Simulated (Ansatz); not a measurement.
H4INSSi, SMILES N[SiH](S)I, a rigid scan of one bond length

Program: Ansatz 0.2.0 through its Python package.

Notebook, run cell by cell (the value of a cell's last expression is shown):

**Cell 1**
```python
import ansatz as az
import numpy as np
```

**Cell 2**
```python
config = {
    "basis_set": "def2-SVP",
    "functional": "b3lyp",
}
```

**Cell 3**
```python
system = (
    az.Crystal.molecule()
    .atom("N", [0.0028, 1.3768, 0.3688])
    .atom("Si", [0.3402, -0.1365, -0.1822])
    .atom("S", [-0.283, -1.4516, 1.3551])
    .atom("I", [-0.9056, -0.5402, -2.1771])
    .atom("H", [-0.0654, 2.0491, -0.4538])
    .atom("H", [-0.9903, 1.4216, 0.7323])
    .atom("H", [1.8177, -0.2109, -0.455])
    .atom("H", [0.1757, -2.5656, 0.7562])
)
```

**Cell 4**
```python
symbols = [site.symbol for site in system.cartesian_sites]
start = np.array([site.position_ang for site in system.cartesian_sites])
axis = (start[6] - start[1]) / np.linalg.norm(start[6] - start[1])
moving = [6]
lengths, energies = [1.28, 1.38, 1.5, 1.65, 1.88, 2.26, 2.71, 3.31], []
for length in lengths:
    xyz = start.copy()
    xyz[moving] += (length - np.linalg.norm(start[6] - start[1])) * axis
    point = az.Crystal.molecule()
    for symbol, place in zip(symbols, xyz):
        point = point.atom(symbol, place.tolist())
    setup = point.calculation()
    setup = setup.basis(gaussian=config["basis_set"])
    setup = setup.functional(config["functional"])
    summary = setup.run().report
    energies.append(summary["free_energy_ev"])
    print(f"r = {length:6.3f} A  E = {energies[-1]:.5f} eV  <S^2> = {abs(summary['mean_field']['state']['spin_squared']):.3f}")
```
Output:
```text
r =  1.280 A  E = -28367.13508 eV  <S^2> = 0.000
r =  1.380 A  E = -28367.54122 eV  <S^2> = 0.000
r =  1.500 A  E = -28367.65794 eV  <S^2> = 0.000
r =  1.650 A  E = -28367.46822 eV  <S^2> = 0.000
r =  1.880 A  E = -28366.84616 eV  <S^2> = 0.000
r =  2.260 A  E = -28365.64248 eV  <S^2> = 0.000
r =  2.710 A  E = -28364.44521 eV  <S^2> = 0.000
r =  3.310 A  E = -28363.36965 eV  <S^2> = 0.000
```

**Cell 5**
```python
print("energy above the lowest point (eV):", [round(e - min(energies), 3) for e in energies])
```
Output:
```text
energy above the lowest point (eV): [0.523, 0.117, 0.0, 0.19, 0.812, 2.015, 3.213, 4.288]
```

Notes:
- Total energies depend on the basis set; only differences at equal settings carry meaning.
- The rest of the molecule is held rigid at a force-field or estimated start geometry, and the basis set is modest; single-reference methods fail as a bond breaks.
- def2 sets replace the cores of elements past krypton by effective core potentials.
- b3lyp holds the VWN-RPA fit, as in Gaussian; the form of ORCA and Turbomole is b3lyp5.
- The orbitals are restricted, so S² is zero by construction.
- Toward dissociation an unrestricted state can lie under the restricted one, by tenths of an eV for polar bonds under a functional and by 1 to 2 eV or more for others.
- Hardware and time: 16 s on 1 thread of AMD EPYC 9R45 96-Core Processor (Zen 5), on a shared host, peak memory 0.29 GiB.

(Lines on the test bed's own set-up are left out of the output.)
